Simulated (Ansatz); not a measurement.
# SbSe3: the cost of one run

Method: DFT PBE, scalar-relativistic, plane waves, PAW, in Ansatz 0.2.0.

**1. The starting structure**

It takes space group I4/mmm (No. 139, tetragonal). The conventional cell has a = 4.571 Å, b = 4.571 Å, c = 10.211 Å, α = 90.00°, β = 90.00°, γ = 90.00°. Around Sb (site symmetry 4/mmm) lie 12 Se at 3.23 to 3.43 Å. Se (site symmetry 4/mmm) is surrounded by 4 Sb at 3.23 Å. Se (site symmetry -4m2) is surrounded by 8 Se at 3.23 to 3.43 Å and 4 Sb at 3.43 Å.

Coordinates:

```
CELL_PARAMETERS angstrom
-2.28566 2.28566 5.10562
2.28566 -2.28566 5.10562
2.28566 2.28566 -5.10562
ATOMIC_POSITIONS crystal
Sb 0.00000 0.00000 0.00000
Se 0.50000 0.50000 0.00000
Se 0.25000 0.75000 0.50000
Se 0.75000 0.25000 0.50000
```

(A quick probe on a coarse mesh, which set the mesh and smearing, is not shown.)

**3. Coarse relaxation**

input.yaml reads:

```yaml
crystal:
  lattice:
    - [-2.2856572251, 2.2856572251, 5.1056239314]
    - [2.2856572251, -2.2856572251, 5.1056239314]
    - [2.2856572251, 2.2856572251, -5.1056239314]
  atoms:
    - { symbol: Sb, position: [0.0, 0.0, 0.0] }
    - { symbol: Se, position: [0.5, 0.5, 0.0] }
    - { symbol: Se, position: [0.25, 0.75, 0.5] }
    - { symbol: Se, position: [0.75, 0.25, 0.5] }
basis:
  ecutwfc: 420
kpoints:
  mp_grid: { grid: [6, 6, 6] }
hamiltonian:
  xc: pbe
scf:
  occupations: { method: gaussian, width: 0.1 }
  lower_state_search: "off"
output:
  forces: true
  stress: true
  eigenvalues: true
relax:
  adjacent_minimum: "off"
  f_tol: 0.04
  max_steps: 70
  cell: { stress_tol: 0.4 }
```

The run is started by

```sh
ansatz run input.yaml --threads 1 --pin off --max-ram 2560MiB --backend cpu --events-out ev --progress --plain --runs-dir out
```

Q: Estimate wall time and peak memory on 1 thread of Arm Neoverse N1, shared host.

About 3.3 min, with a peak of 0.48 GiB.
